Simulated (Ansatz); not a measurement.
# SiGeH₄ (triplet): wave-function methods side by side at distance Ge1–H5 along a hydrogen transfer = 1.785 Å, cc-pVDZ

An exercise on one series of results from a longer session: the logs are not shown, and one member is left open.

Program: Ansatz 0.2.0, Gaussian basis. Level of theory: cc-pVDZ, core rule «outside noble gas», up to 19 orbitals frozen. These are calculated values, not measurements.

The runs, in order: UHF; CCSD(T) on ROHF; CCSD(T) on UHF; BCCD(T) on ROHF; CISD; CCSDT(Q) on ROHF; CCSDT(Q) on UHF; CASSCF and MRCISD+Q, 4 electrons in 4 orbitals; CASSCF and NEVPT2, 4 electrons in 4 orbitals.

9 further runs of the same task are left out: 7 that didn't finish, 2 set aside as unsound or not needed.

### The geometry

The geometry derives from fragments relaxed apart (PBE0/def2-TZVP) and kept rigid, so it is no stationary point. A hydrogen atom is moved between rigid fragments. No spin-orbit coupling is included. The filled d shell of Ge may be among the frozen orbitals whatever the setting's name suggests; the logs give the count.

6 atoms, charge 0, spin multiplicity 3.

Atoms are counted from 1 here; the program's logs count them from 0.

Bond lengths: Ge1–H2 1.534 Å, Ge1–H3 1.534 Å, Ge1–H4 1.534 Å, Ge1–H5 1.785 Å, H5–Si6 1.628 Å. Angles: H2–Ge1–H3 109.5°, H2–Ge1–H4 109.5°, H2–Ge1–H5 109.5°, H3–Ge1–H4 109.5°, H3–Ge1–H5 109.5°, H4–Ge1–H5 109.5°, Ge1–H5–Si6 180.0°.

Set-up of the first run:

Input file in.yaml:

```yaml
crystal:
  periodic: [false, false, false]
  atoms:
    - {symbol: Ge, position_ang: [-0.917440, 0.000000, 0.000000]}
    - {symbol: H, position_ang: [-1.428889, 1.446599, 0.000000]}
    - {symbol: H, position_ang: [-1.428889, -0.723300, 1.252792]}
    - {symbol: H, position_ang: [-1.428889, -0.723299, -1.252792]}
    - {symbol: H, position_ang: [0.867560, 0.000000, 0.000000]}
    - {symbol: Si, position_ang: [2.495560, 0.000000, 0.000000]}
basis:
  gaussian: {orbitals: cc-pVDZ}
magnetization: {spin_polarized: true, initial_magnetization: 2}
hamiltonian: {xc: hf}
output: {orbitals: {seedname: orbitals}}
```

Command:

```bash
$ ansatz run in.yaml --threads 1 --pin off --events-out ev --progress --plain --max-ram 2393MiB
```

Among the steps run: UHF; CCSD(T) on ROHF; CCSD(T) on UHF; BCCD(T) on ROHF; CISD; CCSDT(Q) on ROHF; CCSDT(Q) on UHF; CASSCF and MRCISD+Q, 4 electrons in 4 orbitals; CASSCF and NEVPT2, 4 electrons in 4 orbitals.

One table of the session follows, with a row left open; its other results are not shown here.

```
       method  from UCCSDT(Q) (kJ/mol)
         ROHF                        ?
          UHF                   +586.5
         RMP2                   +140.7
         UMP2                   +141.6
         CISD                    +71.1
        RCCSD                    +18.7
        UCCSD                    +18.4
     RCCSD(T)                     +4.2
     UCCSD(T)                     +4.2
      BCCD(T)                     +4.1
       RCCSDT                     +0.7
       UCCSDT                     +0.6
    RCCSDT(Q)                      0.0
    UCCSDT(Q)                        0
  CASSCF pair                   +558.7
  NEVPT2 pair                   +145.0
  MRCISD pair                    +63.3
MRCISD+Q pair                     +2.8
```

Q: Estimate the row for ROHF from the others.

**Answer.** from UCCSDT(Q) (kJ/mol): +600.1. In the column «from UCCSDT(Q) (kJ/mol)» it is the highest.

To keep in mind: Restricted and unrestricted rows rest on different reference determinants; where their highest levels disagree by more than a few hundredths of an eV, they describe different states and don't form one ladder.
